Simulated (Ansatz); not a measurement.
# IO radical: basis-set convergence

How large a basis does IO radical need? Two functionals are run in growing sets.

Method: one geometry, several basis sets; program: Ansatz 0.2.0, Gaussian basis.

Plan: PBE0-D4/def2-SVP; ωB97M-V/def2-SVP; PBE0-D4/def2-QZVPP; ωB97M-V/def2-QZVPP; the functionals' def2-TZVPP values are taken from earlier runs.

### Step 1. The relaxed structure

An earlier PBE0-D4 in a triple-zeta def2 set relaxation fixed the geometry. I takes the def2 core potential; no spin-orbit term is included.

SMILES `[O]I`, 2 atoms, charge 0, spin multiplicity 2.

Atoms are counted from 1 here; the program's logs count them from 0.

Bond lengths: O1–I2 1.867 Å.

### Step 2. PBE0-D4 in def2-SVP

The input, in.yaml:

```yaml
crystal:
  periodic: [false, false, false]
  atoms:
    - {symbol: O, position_ang: [0.796520, -0.265007, 0.408441]}
    - {symbol: I, position_ang: [-0.796520, 0.265007, -0.408441]}
basis:
  gaussian: {orbitals: def2-SVP}
magnetization: {spin_polarized: true, initial_magnetization: 1}
hamiltonian: {xc: pbe0, dispersion: d4}
output: {orbitals: {seedname: orbitals}}
```

On the command line:

```console
$ ansatz run in.yaml --threads 2 --pin off --events-out ev --progress --plain --max-ram 32768MiB --backend cpu
```

The runs that follow: ωB97M-V in def2-SVP; PBE0-D4 in def2-QZVPP; ωB97M-V in def2-QZVPP.

**Question.** What will the summary of the whole plan be? Wanted: PBE0-D4: double and triple zeta above quadruple; ωB97M-V: double and triple zeta above quadruple.

As calculated:

| quantity | value |
| --- | --- |
| PBE0-D4: double and triple zeta above quadruple | 3.40, 0.20 eV |
| ωB97M-V: double and triple zeta above quadruple | 3.49, 0.19 eV |

What this shows: For PBE0-D4 the step from double to triple zeta gains 3.20 eV and the next only 0.20 eV. Total energies overstate the basis error of differences, where much of it tends to cancel.
